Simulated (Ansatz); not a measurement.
# TlPt: single point with PBE

The system is TlPt.

```
CELL_PARAMETERS angstrom
5.60500 0.00000 0.00000
-2.80250 4.85407 0.00000
0.00000 0.00000 4.63900
ATOMIC_POSITIONS crystal
Tl 0.00000 0.50000 0.00000
Tl 0.50000 0.50000 0.00000
Tl 0.50000 0.00000 0.00000
Pt 0.66667 0.33333 0.50000
Pt 0.33333 0.66667 0.50000
Pt 0.00000 0.00000 0.00000
```

| Item | Value |
| --- | --- |
| Program | Ansatz 0.2.0 |
| Task | single point |
| Functional | PBE |
| Potentials or basis | Ansatz PAW |
| Cutoff | 420 eV (not typed: the program's choice for these potentials) |
| k mesh | 6 × 6 × 6 |
| Occupations | fermi-dirac, width 0.05 eV |
| Spin | no spin polarisation |

- Pressure: 13.3 GPa
- Band gap on the k mesh: none (metal or under the smearing width)

Stress tensor (GPa, compression positive):
```
17.89  0.00  0.00
 0.00 17.89  0.00
 0.00  0.00  4.03
```

Levels at points of the mesh, in eV from the Fermi level:
```csv
k point,band 43,band 44,band 45,band 46,band 47,band 48,band 49,band 50,band 51,band 52
"(0.00, 0.00, 0.00)",-1.49,-1.49,-0.44,-0.44,-0.03,-0.03,0.14,0.54,3.14,5.27
"(0.00, 0.00, -0.50)",-1.35,-1.35,-1.25,0.01,0.01,1.60,1.60,1.77,1.77,1.82
"(0.00, -0.50, 0.00)",-1.70,-1.24,-1.00,-0.08,1.68,1.94,2.68,3.06,3.95,4.04
"(0.00, -0.50, -0.50)",-1.73,-1.25,-1.22,-0.68,-0.59,0.00,1.50,3.40,3.73,4.55
```

It took 4.8 s on 2 threads of AMD EPYC 7B13 (Zen 3) (shared host), peak memory 0.54 GiB.

The run has no spin-orbit coupling, so splittings on Pt, Tl are missing.
